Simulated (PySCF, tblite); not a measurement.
# C₄H₉ClO₃Si: geometry, infrared bands and NMR shifts

What infrared bands and NMR shifts should C₄H₉ClO₃Si (`CO[C@@H]1[C@@H](Cl)[C@@H]1O[SiH2]O`) show?

Programs: tblite 0.8.0 and PySCF 2.14.0, with density-fitted response routines of our own. Each step states its level of theory. These are calculated values for one molecule in the gas phase, unless marked as measured. Atoms are numbered from 0 throughout.

**1. The starting structure**

18 atoms, charge 0, multiplicity 1; geometry from: force field or distance geometry start.

Bonds of the start (Å): C0–O1 1.43, O1–C2 1.47, C2–C3 1.50, C3–Cl4 1.75, C3–C5 1.51, C5–O6 1.44, O6–Si7 1.67, Si7–O8 1.65, C5–C2 1.52, C0–H9 1.09, C0–H10 1.09, C0–H11 1.10, C2–H12 1.08, C3–H13 1.08, C5–H14 1.09, Si7–H15 1.49, Si7–H16 1.48, O8–H17 0.97.

**2. Optimising the geometry with GFN2-xTB**

Job settings and geometry (Å):

```
{"job": {"kind": "relax", "xc": "GFN2-xTB", "basis": "xTB"}, "charge": 0, "multiplicity": 1}
C      1.622500     1.327200    -1.437300
O      0.525000     0.850900    -0.660500
C      0.926000    -0.259700     0.209500
C      0.759900    -1.631900    -0.364600
Cl     1.940000    -2.859800     0.057700
C     -0.208500    -1.154300     0.690000
O     -1.543500    -0.904400     0.202800
Si    -2.473100     0.205400     1.026700
O     -1.829500     1.703800     0.780100
H      1.988300     0.537200    -2.085200
H      2.411400     1.698000    -0.790500
H      1.247000     2.151600    -2.053400
H      1.715200    -0.075500     0.925400
H      0.411300    -1.758600    -1.374000
H     -0.102300    -1.577900     1.687300
H     -2.465400    -0.107900     2.482800
H     -3.865400     0.172600     0.512200
H     -1.067500     1.689500     0.179300
```

Started as:

```
$ OMP_NUM_THREADS=1 python probes_run.py task.json out
```

One launch serves the whole session: the jobs run in the order shown.

**Question.** This job is followed by: GFN2-xTB harmonic vibrations, gas phase; GIAO PBE0/pcSseg-1 NMR shielding, non-relativistic, gas phase. Predict these results of the whole session: strongest single infrared mode (GFN2-xTB); zero-point energy (GFN2-xTB); ¹³C shifts against TMS (PBE0/pcSseg-1); ¹H shifts against TMS (PBE0/pcSseg-1, means over atoms taken as alike); ¹⁷O shifts against H2O (PBE0/pcSseg-1); ³⁵Cl shifts against HCl (PBE0/pcSseg-1); ²⁹Si shifts against TMS (PBE0/pcSseg-1).

The runs gave:

| quantity | value |
| --- | --- |
| strongest single infrared mode (GFN2-xTB) | 886 cm⁻¹, 341 km/mol |
| zero-point energy (GFN2-xTB) | 79.5 kcal/mol |
| ¹³C shifts against TMS (PBE0/pcSseg-1) | 70.8, 63.9, 61.0, 41.0 ppm |
| ¹H shifts against TMS (PBE0/pcSseg-1, means over atoms taken as alike) | 4.89, 4.63, 3.76, 3.73, 3.30, 3.00, 2.92 ppm |
| ¹⁷O shifts against H2O (PBE0/pcSseg-1) | 55.1, 46.6, 31.1 ppm |
| ³⁵Cl shifts against HCl (PBE0/pcSseg-1) | 114 ppm |
| ²⁹Si shifts against TMS (PBE0/pcSseg-1) | -29.9 ppm |

In words: Relaxing lowered the energy by 0.398 eV in 82 steps; the close pair that moved most is C5–O6, from 1.443 to 1.361 Å. No mode is imaginary among the 48: a minimum at this level. The strongest single mode, at 886 cm⁻¹, is spread over many atoms; the largest shares are those of H17, C2. GFN2-xTB is a fitted tight-binding method: band positions and strengths are rough. Its intensities can rank the bands wrongly. At PBE0/pcSseg-1: Shielding is most anisotropic at Cl4 (span 395 ppm, paramagnetic term -311 ppm).
